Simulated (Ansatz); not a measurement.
Something may be wrong with this Ansatz 0.2.0 calculation of HfB.

The input input.yaml:

```yaml
crystal:
  lattice:
    - [0.0, 2.31, 2.31]
    - [2.31, 0.0, 2.31]
    - [2.31, 2.31, 0.0]
  atoms:
    - { symbol: Hf, position: [0.5, 0.5, 0.5] }
    - { symbol: B, position: [0.0, 0.0, 0.0] }
hamiltonian:
  xc: r2scan
  pseudopotentials: { kind: paw_fr }
magnetization:
  noncollinear: true
  spin_orbit: true
kpoints:
  mp_grid: { grid: [10, 10, 10] }
scf:
  occupations: { method: fermi_dirac, width: 0.15 }
  n_extra_bands: 6
  max_iter: 100
output:
  forces: true
  stress: true
  eigenvalues: true
  dos: { projected: false, de: 0.05, nscf_kmesh: { grid: [15, 15, 15] } }
basis:
  ecutwfc: "120 eV"
```

Potentials or basis: Ansatz PAW.

Command:

```bash
$ ansatz run input.yaml --threads 1 --pin off --max-ram 2560MiB --backend cpu --events-out ev --progress --plain --runs-dir out
```

Output:

```text
Warning: basis.ecutwfc = 120 eV is below the records' recommended 500 eV, and the density's cutoff is lower with it unless basis.ecutrho_ratio is high enough to keep the records' density cutoff: compare with a run at a higher cutoff
Warning: RAYON_NUM_THREADS=1 ignored (pool sized by the plan → 1); use --threads N
[... 1 line left out ...]
Engine: ansatz 0.2.0, aarch64-unknown-linux-gnu
Pseudopotentials: kind: paw_fr
Pseudopotential: Hf, paw_fr, valence charge 26, recommended cutoff 500 eV (meta_gga), Hf.paw.azcp#standard-fr
Pseudopotential: B, paw_fr, valence charge 3, recommended cutoff 500 eV (meta_gga), B.paw.azcp#standard-fr
Functional definition: r2SCAN
  parameter k0 = 0.174
  parameter k1 = 0.065
  parameter a1 = 4.9479
  exchange = r2scan_x(k0 = k0, k1 = k1, a1 = a1)
  correlation = r2scan_c
non-collinear run that drives no moment, with spin-orbit: no starting moment large enough to seed its density (crystal.atoms[].spin), no starting occupations that ask for one, no magnetisation constraint and no magnetic field, so the semilocal B_xc is pinned to zero
Crystal: 2 atoms, lattice volume = 24.653 Å³
Basis set: ecut = 120 eV, 65 PW (Γ), exchange–correlation on 48×48×48 points (64 copies of the dense FFT grid, shifted against one another)
Bands: 35, of which v1, the nominal top of the filled ones, is band 29 counted from 1 (28 counted from 0)
Symmetry: 48 space group operations + 48 with time reversal
[... 34 lines left out ...]
Internal energy: -15741.880956 eV  (E = F + TS)
E sigma→0 (E₀):  -15741.921412 eV
Entropy (-TS):   -0.080912 eV (-40.456 meV/atom)
Fermi energy:    19.878969 eV
--- Per-component energies (eV) ---
  E_band       = -361.800382
  E_kinetic    = 585.497909
  E_local      = -4646.657953  (includes V_loc(G=0)·N_el)
  E_nonlocal   = -1082.210153
  E_hartree    = 2074.083911
  E_xc         = -325.556527
  E_vxc        = -351.983583  (∫ρ·V_xc dr)
  E_paw        = -7188.029033  (= ΣΔE_a)
  E_vpaw       = 968.057709  (= ΣTr[D̂ρ^β])
  E_aug_tail   = -0.013262  (compensation charges beyond the density's cutoff)
  E_vtau       = 17.325886  (kinetic-family band-sum trace: ∫τ·v_τ [+ j·A + Jᵃ·Aᵃ] dr)
  E_ewald      = -5159.294563
  E_core_change = 0.298716  (= ΣΔE_core)
  E_smearing   = -0.080912  (= −TS)
  E_closure    = 0.000000  (closes the sum)
  Σ components = -15741.961868   (vs F -15741.961868, Δ=0.00e0)
--- Forces (eV/Å), atoms counted from 1 ---
  atom   1  Hf     0.00000000    -0.00000000     0.00000000
  atom   2  B      0.00000000    -0.00000000    -0.00000000
  max |Σ_I F_I| component: 4.45e-24 eV/Å
--- Stress (GPa, compression-positive) ---
      241.895682      -0.000000       0.000000
       -0.000000     241.895682      -0.000000
       -0.000000      -0.000000     241.895682
  P = ⅓ Tr σ = 241.8957 GPa (2418.957 kbar)
[... 6 lines left out ...]
```

How did it end, and where is the flaw?

Self-consistency was reached. The input holds a flaw that was put in on purpose: a cutoff far too low (basis.ecutwfc = 120 eV). The program doesn't stop on it, so the numbers can't be trusted though the run ends normally.
